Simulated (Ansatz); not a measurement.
# Si (diamond type): the cost of one run

Method: DFT, PBE, all-electron LAPW, scalar-relativistic, in Ansatz 0.2.0.

1 further run of the same task is left out (it didn't finish).

**1. The structure to begin with**

It takes space group Fd-3m (No. 227, cubic). Conventional cell: a = 5.471 Å, b = 5.471 Å, c = 5.471 Å, α = 90.00°, β = 90.00°, γ = 90.00°. Around Si (site symmetry -43m) lie 4 Si at 2.37 Å.

As a file:

```
CELL_PARAMETERS angstrom
0.00000 2.73547 -2.73547
-2.73547 0.00000 2.73547
5.47094 5.47094 5.47094
ATOMIC_POSITIONS crystal
Si 0.33333 0.66667 0.20833
Si 0.66667 0.33333 0.54167
Si 0.00000 0.00000 0.87500
Si 0.00000 0.00000 0.12500
Si 0.33333 0.66667 0.45833
Si 0.66667 0.33333 0.79167
```

Atoms are numbered in the order of the input: Si1, Si2, Si3, Si4, Si5, Si6.

**2. Bulk in the slab's orientation, LAPW**

File input.yaml:

```yaml
crystal:
  lattice:
    - [0.0, 2.7354715901, -2.7354715901]
    - [-2.7354715901, 0.0, 2.7354715901]
    - [5.4709431802, 5.4709431802, 5.4709431802]
  atoms:
    - { symbol: Si, position: [0.333333333, 0.666666667, 0.208333333] }
    - { symbol: Si, position: [0.666666667, 0.333333333, 0.541666667] }
    - { symbol: Si, position: [0.0, 0.0, 0.875] }
    - { symbol: Si, position: [0.0, 0.0, 0.125] }
    - { symbol: Si, position: [0.333333333, 0.666666667, 0.458333333] }
    - { symbol: Si, position: [0.666666667, 0.333333333, 0.791666667] }
kpoints:
  mp_grid: { grid: [9, 9, 4] }
scf:
  occupations: { method: fermi_dirac, width: 0.02 }
hamiltonian:
  xc: pbe
  pseudopotentials: { kind: all_electron, lapw: { basis_error: 0.001 } }
output:
  forces: true
  stress: true
  eigenvalues: true
```

Run with:

```bash
$ ansatz run input.yaml --threads 3 --pin off --max-ram 8192MiB --backend cpu --events-out ev --progress --plain --runs-dir out
```

Q: Estimate wall time and peak memory on 3 threads of Arm Neoverse V1, shared host.

About 12 s, with a peak of 0.45 GiB.
